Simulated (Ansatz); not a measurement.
# CH8O2Si2: the cost of one run

Computed with Ansatz 0.2.0, Gaussian basis. Level: functionals in def2-TZVPP, the program's frozen cores in correlated methods.

The runs, in order: PBE-D4, r2SCAN-D4, PBE0-D4, B3LYP-D4, ωB97X-V, ωB97M-V, B2PLYP; CCSD(T)/def2-TZVPP; MP2/def2-QZVPP; extrapolation to the limit.

## (1) The relaxed structure

An earlier PBE0-D4 in a triple-zeta def2 set relaxation fixed the geometry.

13 atoms, charge 0, spin multiplicity 1.

Atoms are counted from 1 here; the program's logs count them from 0.

Bond lengths: O1–C2 1.409 Å, O1–H6 0.963 Å, C2–O3 1.402 Å, C2–Si4 1.916 Å, C2–H7 1.098 Å, O3–H8 0.964 Å, Si4–Si5 2.340 Å, Si4–H9 1.491 Å, Si4–H10 1.488 Å, Si5–H11 1.488 Å, Si5–H12 1.489 Å, Si5–H13 1.487 Å. Angles: C2–O1–H6 108.1°, O1–C2–O3 112.1°, O1–C2–Si4 111.9°, O1–C2–H7 104.0°, O3–C2–Si4 107.8°, O3–C2–H7 111.0°, Si4–C2–H7 110.2°, C2–O3–H8 108.2°, C2–Si4–Si5 109.0°, C2–Si4–H9 106.8°, C2–Si4–H10 110.7°, Si5–Si4–H9 110.0°, Si5–Si4–H10 110.9°, H9–Si4–H10 109.2°, Si4–Si5–H11 110.3°, Si4–Si5–H12 110.1°, Si4–Si5–H13 110.6°, H11–Si5–H12 108.4° and more.

Geometry (Å):

```tsv
atom	x (Å)	y (Å)	z (Å)
O1	0.1618	1.1982	1.5091
C2	-0.6014	0.0657	1.1608
O3	-1.9355	0.1807	1.5757
Si4	-0.6018	-0.2404	-0.7309
Si5	1.6045	-0.5088	-1.4611
H6	-0.2068	1.9600	1.0490
H7	-0.0988	-0.7617	1.6786
H8	-1.9475	0.2546	2.5368
H9	-1.2049	0.9677	-1.3640
H10	-1.4234	-1.4331	-1.0708
H11	1.6303	-0.8753	-2.9033
H12	2.2708	-1.5927	-0.6886
H13	2.3729	0.7506	-1.2767
```

## (2) PBE-D4 (GGA)

in.yaml reads:

```yaml
crystal:
  periodic: [false, false, false]
  atoms:
    - {symbol: O, position_ang: [0.161828, 1.198173, 1.509070]}
    - {symbol: C, position_ang: [-0.601367, 0.065746, 1.160776]}
    - {symbol: O, position_ang: [-1.935528, 0.180655, 1.575674]}
    - {symbol: Si, position_ang: [-0.601848, -0.240415, -0.730872]}
    - {symbol: Si, position_ang: [1.604502, -0.508769, -1.461124]}
    - {symbol: H, position_ang: [-0.206846, 1.960014, 1.048988]}
    - {symbol: H, position_ang: [-0.098808, -0.761676, 1.678565]}
    - {symbol: H, position_ang: [-1.947458, 0.254629, 2.536833]}
    - {symbol: H, position_ang: [-1.204870, 0.967669, -1.364028]}
    - {symbol: H, position_ang: [-1.423400, -1.433117, -1.070839]}
    - {symbol: H, position_ang: [1.630321, -0.875345, -2.903279]}
    - {symbol: H, position_ang: [2.270760, -1.592745, -0.688590]}
    - {symbol: H, position_ang: [2.372915, 0.750580, -1.276673]}
basis:
  gaussian: {orbitals: def2-TZVPP}
hamiltonian: {xc: pbe, dispersion: d4}
output: {forces: true, orbitals: {seedname: orbitals}}
```

The run is started by

```sh
ansatz run in.yaml --threads 4 --pin off --events-out ev --progress --plain --max-ram 10444MiB
```

What time and memory should one allow on 4 threads of Arm Neoverse V1, shared host?

About 3.5 s, with a peak of 0.42 GiB.
